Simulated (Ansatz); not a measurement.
**CsAg3O2: from a guess to a relaxed structure**

Where does this trial cell of CsAg3O2 go when cell and atoms are let free?

Computed with Ansatz 0.2.0 (DFT PBE, scalar-relativistic, plane waves, PAW, unless a step's input says otherwise).

## Step 1: The structure to begin with

Symmetry: P6/mmm, No. 191, hexagonal system. Conventional cell: a = 5.852 Å, b = 5.852 Å, c = 4.436 Å, α = 90.00°, β = 90.00°, γ = 120.00°. Around Cs (site symmetry 6/mmm) lie 6 O at 3.38 Å and 12 Ag at 3.67 Å. Ag (site symmetry mmm) has 4 O at 2.79 Å and 4 Ag at 2.93 Å as nearest neighbours. O (site symmetry -6m2) has 6 Ag at 2.79 Å and 3 Cs at 3.38 Å as nearest neighbours.

As a file:

```
Cs Ag O
1.0
     5.85153    0.00000    0.00000
    -2.92577    5.06758    0.00000
     0.00000    0.00000    4.43595
Cs Ag O
1 3 2
Direct
  0.00000 0.00000 0.00000
  0.00000 0.50000 0.50000
  0.50000 0.50000 0.50000
  0.50000 0.00000 0.50000
  0.66667 0.33333 0.00000
  0.33333 0.66667 0.00000
```

The cell is invented: species swapped into a database cell of TbAl3Cu2 (P6/mmm, No. 191), with Cs on the Tb sites, Ag on the Al sites and O on the Cu sites. Its size is a rough estimate.

## Step 2: A first look at the guess

The input, input.yaml:

```yaml
crystal:
  lattice:
    - [5.8515343, 0.0, 0.0]
    - [-2.92576715, 5.06757735, 0.0]
    - [0.0, 0.0, 4.43595149]
  atoms:
    - { symbol: Cs, position: [0.0, 0.0, 0.0] }
    - { symbol: Ag, position: [0.0, 0.5, 0.5] }
    - { symbol: Ag, position: [0.5, 0.5, 0.5] }
    - { symbol: Ag, position: [0.5, 0.0, 0.5] }
    - { symbol: O, position: [0.66666667, 0.33333333, 0.0] }
    - { symbol: O, position: [0.33333333, 0.66666667, 0.0] }
basis:
  ecutwfc: 420
kpoints:
  mp_grid: { grid: [3, 3, 4] }
hamiltonian:
  xc: pbe
scf:
  occupations: { method: gaussian, width: 0.1 }
  lower_state_search: "off"
output:
  forces: true
  stress: true
  eigenvalues: true
```

Command:

```console
ansatz run input.yaml --threads 1 --pin off --max-ram 2048MiB --backend cpu --events-out ev --progress --plain --runs-dir out
```

The session goes on with these runs: spin check on a coarse mesh; rough relaxation on the coarse mesh; final relaxation.

What does the calculation give? Wanted: conventional cell; volume; energy over the elements; gap on the mesh.

As calculated:

| quantity | value |
| --- | --- |
| symmetry at the end (tolerance 0.05 Å) | space group P6/mmm (No. 191) |
| conventional cell | a = 6.003 Å, b = 6.003 Å, c = 3.527 Å, α = 90.00°, β = 90.00°, γ = 120.00° |
| volume | 18.34 Å³/atom |
| energy over the elements (uncorrected; H, N, O, F and Cl as molecules) | -0.10 eV/atom |
| gap on the mesh | none (metal) |

What this shows: The space group P6/mmm (No. 191) is kept, and the volume per atom shrinks by 16.3 % from the first guess. A negative formation energy is needed for stability but isn't enough; other structures and compounds were not set against it here. No finished test with a distortion of lower symmetry is shown, so the end may be a saddle point. Some metallic runs here have no spin polarisation while others do, so their energies compare only roughly. Other magnetic orders were not searched.
